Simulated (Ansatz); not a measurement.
# Cl4H2Sn: the cost of one run

Program: Ansatz 0.2.0. Level of theory: RKS PBE0-D4/def2-SVP. These are calculated values, not measurements.

1 further run of the same task is left out (it didn't finish).

## (1) The structure to begin with

Bond lengths: Sn1–Cl3 2.643 Å, Sn1–Cl4 2.436 Å, Sn1–Cl5 2.716 Å, H2–Cl5 1.431 Å, Sn1–Cl7 2.825 Å. Angles: Cl3–Sn1–Cl4 98.3°, Cl3–Sn1–Cl5 76.8°, Cl3–Sn1–Cl7 72.7°, Cl4–Sn1–Cl5 103.1°, Cl4–Sn1–Cl7 170.9°, Cl5–Sn1–Cl7 74.0°, Sn1–Cl5–H2 55.9°.

Coordinates:

```xyz
7

Sn   -0.7821    0.9051   -0.5085
H     0.5505   -0.3304    0.8207
Cl    0.5377   -1.2608   -1.2506
Cl   -3.0045    0.2315   -1.2455
Cl   -0.4664   -0.4578    1.8192
H     1.2488   -0.3521    0.1175
Cl    1.9159    1.2644    0.2471
```

## (2) Pulling towards end A

Springs on the bonds that form and break draw the guess towards this end; the thresholds are loose.

input.yaml

```yaml
crystal:
  periodic: [false, false, false]
  atoms:
    - { symbol: Sn, position_ang: [-0.7821, 0.9051, -0.5085] }
    - { symbol: H, position_ang: [0.5505, -0.3304, 0.8207] }
    - { symbol: Cl, position_ang: [0.5377, -1.2608, -1.2506] }
    - { symbol: Cl, position_ang: [-3.0045, 0.2315, -1.2455] }
    - { symbol: Cl, position_ang: [-0.4664, -0.4578, 1.8192] }
    - { symbol: H, position_ang: [1.2488, -0.3521, 0.1175] }
    - { symbol: Cl, position_ang: [1.9159, 1.2644, 0.2471] }
basis:
  gaussian: { orbitals: def2-SVP }
hamiltonian:
  xc: pbe0
  dispersion: d4
relax:
  f_tol: 0.15
  max_steps: 25
  restrain:
    - { distance: [0, 6], at: 3.71, k: 30.0 }
    - { distance: [5, 1], at: 1.92, k: 30.0 }
    - { distance: [0, 1], at: 1.7, k: 30.0 }
    - { distance: [5, 6], at: 1.33, k: 30.0 }
output:
  orbitals: {}
```

On the command line:

```sh
$ ansatz run input.yaml --threads 2 --pin off --max-ram 3072MiB --backend cpu --events-out ev --progress --plain --runs-dir out
```

Q: Estimate wall time and peak memory on 2 threads of Intel Xeon Platinum 8488C (Sapphire Rapids), shared host.

About 26 s, with a peak of 0.33 GiB.
